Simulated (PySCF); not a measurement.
# C4H9AlBrCl: the cost of one run

Computed with PySCF 2.14.0, with density-fitted response routines of our own, on a single molecule in the gas phase. Atoms count from 0, in the outputs and in this text.

**1. Starting geometry**

16 atoms, charge 0, multiplicity 1; geometry from: GFN2-xTB.

Bonds of the start (Å): C0–C1 1.54, C1–C2 1.53, C1–C3 1.54, C1–Al4 2.04, Al4–Cl5 2.03, Al4–Br6 2.27, C0–H7 1.09, C0–H8 1.09, C0–H9 1.09, C2–H10 1.09, C2–H11 1.09, C2–H12 1.09, C3–H13 1.09, C3–H14 1.09, C3–H15 1.09.

**2. Ultraviolet spectrum: CAM-B3LYP/def2-SVPD**

What the job is given:

```
{"job": {"kind": "uv", "xc": "CAM-B3LYP", "basis": "def2-SVPD", "nstates": 8, "ntriplets": 3}, "charge": 0, "multiplicity": 1}
C      0.172624     0.813797    -1.298357
C     -0.056627     0.019965    -0.002336
C     -1.070508     0.756993     0.880882
C     -0.611120    -1.362213    -0.382472
Al     1.695092    -0.180545     1.014438
Cl     2.061548     0.474078     2.896609
Br     3.349663    -1.251064    -0.111493
H      0.930506     0.333033    -1.918379
H     -0.749535     0.870963    -1.878572
H      0.502419     1.829999    -1.080208
H     -1.256360     0.202456     1.801685
H     -0.699492     1.746312     1.152206
H     -2.020106     0.879315     0.358011
H     -1.516082    -1.257109    -0.982773
H      0.117404    -1.924663    -0.968079
H     -0.857024    -1.942374     0.507427
```

With the program's defaults for keys left out, this is: TDDFT CAM-B3LYP/def2-SVPD, vertical, gas phase, core orbitals frozen in the response.

Run with:

```console
> OMP_NUM_THREADS=1 python probes_run.py task.json out
```

This one command runs all jobs of the session in turn.

**Question.** How long does this job take on 1 thread of Arm Neoverse N1, shared host, and how much memory does it need?

About 2.2 min, with a peak of 1.2 GiB.
